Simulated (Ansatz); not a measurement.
# NbAsC: the cost of one run

Computed, not measured: Ansatz 0.2.0, DFT, r2SCAN, no spin polarisation, plane waves, PAW.

**1. The system as given**

The structure is tetragonal, space group P4/nmm (No. 129). The conventional cell has a = 3.341 Å, b = 3.341 Å, c = 7.502 Å, α = 90.00°, β = 90.00°, γ = 90.00°. C (site symmetry -4m2) is surrounded by 4 C at 2.36 Å and 4 Nb at 2.55 Å. As (site symmetry 4mm) has 5 Nb at 2.57 to 2.65 Å and 4 As at 2.87 Å as nearest neighbours. Around Nb (site symmetry 4mm) lie 4 C at 2.55 Å and 5 As at 2.57 to 2.65 Å.

Its coordinates follow in the input file.

It starts from an earlier solution of the starting cell (checkpoint.read).

**2. The walk to rest**

Contents of input.yaml:

```yaml
crystal:
  lattice:
    - [3.340826, 0.0, 0.0]
    - [0.0, 3.340826, 0.0]
    - [0.0, 0.0, 7.50182]
  atoms:
    - { symbol: C, position: [0.0, 0.0, 0.0] }
    - { symbol: C, position: [0.5, 0.5, 0.0] }
    - { symbol: As, position: [0.5, 0.0, 0.609] }
    - { symbol: As, position: [0.0, 0.5, 0.391] }
    - { symbol: Nb, position: [0.5, 0.0, 0.256] }
    - { symbol: Nb, position: [0.0, 0.5, 0.744] }
  symmetry: { tolerance: 0.0003 }
kpoints:
  mp_grid: { grid: [9, 9, 4], shift: [0, 0, 0] }
magnetization:
  spin_polarized: false
scf:
  occupations: { method: fermi_dirac }
  lower_state_search: "off"
hamiltonian:
  pseudopotentials: { kind: paw }
  xc: r2scan
basis:
  ecutwfc: 500
  fft_grid_basis: typed
relax:
  max_steps: 40
  cell: { p_target: 0.0 }
  f_tol: 0.03
output:
  forces: true
  stress: true
  eigenvalues: true
  bader: true
  populations: true
  elf: true
  write_potential: true
  volumetric_format: npy
  dos:
    e_range: [-12, 8]
    de: 0.05
    projected: { site_lists: { As: [As], C: [C], Nb: [Nb] } }
checkpoint:
  read: saved_state
```

Command:

```sh
$ ansatz run input.yaml --threads 2 --pin off --max-ram 3584MiB --backend cpu --events-out ev --progress --plain --runs-dir out
```

What time and memory should one allow on 2 threads of Arm Neoverse V1, shared host?

About 2.2 min, with a peak of 0.65 GiB.
